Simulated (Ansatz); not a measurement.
Run this with the Python package of Ansatz (0.2.0) and show what comes out.

Script `sr2znbi2.py`:
```python
"""Keys set on an Input object, for Sr2ZnBi2."""

import ansatz as az

XC = "mr2scan"
CUTOFF = 450
KMESH = (4, 4, 2)
MIXING_BETA = 0.7

crystal = (
    az.Lattice.from_parameters(4.836663, 4.836663, 8.837193, alpha=90.0, beta=90.0, gamma=120.0)
    .atom("Sr", (1 / 3, 2 / 3, 0.715859))
    .atom("Sr", (1 / 3, 2 / 3, 0.284141))
    .atom("Zn", (0.0, 0.0, 0.0))
    .atom("Bi", (0.0, 0.0, 0.5))
    .atom("Bi", (2 / 3, 1 / 3, 0.0))
)

model = (
    crystal.calculation()
    .functional(XC)  # level of theory
    .basis(CUTOFF, density_ratio=4)  # a bare number is in eV
    .kpoints(mesh=KMESH, center="gamma")
    .occupations(az.OccupationsMethod.METHFESSEL_PAXTON)  # the run then minimises F = E - TS
    .mixing("anderson", beta=MIXING_BETA)
    .band_table()  # levels at the mesh points
)
typed = model.input()
rows = []
for value in [2, 5, 10]:
    edited = typed.set(az.key.scf.mixing.ndim, value)
    data = az.Session.from_dict(edited).plan().execute().report
    rows.append((value, data["free_energy_ev"], data["n_iterations"], len(data["eigenvalues_ev"][0]) if "eigenvalues_ev" in data else 0))
lines = [",".join(["history", "F eV", "iterations", "bands listed"])] + [",".join(f"{v:.4f}" if isinstance(v, float) else str(v) for v in row) for row in rows]
print("\n".join(lines))
with open("edit.csv", "w") as handle:
    handle.write("\n".join(lines) + "\n")
```

`python sr2znbi2.py` gives:
```text
DeckWarning: basis.ecutwfc = 450 eV is below the records' recommended 500 eV, and the density's cutoff is lower with it unless basis.ecutrho_ratio is high enough to keep the records' density cutoff: compare with a run at a higher cutoff
DeckWarning: basis.ecutrho_ratio = 4 (ecutrho = 1800 eV) is below the records' recommended 2000 eV
history,F eV,iterations,bands listed
2,-35261.5577,13,38
5,-35261.5577,10,38
10,-35261.5577,10,38
```
(Warnings from the package without file and line, repeats left out.)

These settings explore the input space; cutoff and mesh may be short of convergence. The cutoff lies under the one recommended for these potentials. The mesh is modest for a metal, so energies can be off by several to tens of meV an atom and pressures by half a GPa or more; differences at equal mesh fare better. Spin-orbit coupling, which matters for elements this heavy, is left out. The structure comes from a database of computed cells and needn't be a stable or known phase. It ran for 54 s on 1 thread of AMD EPYC 7R43 64-Core Processor (Zen 3), with other jobs on the host, peak memory 0.7 GiB.

(Lines on the test bed's own set-up are left out of the output.)
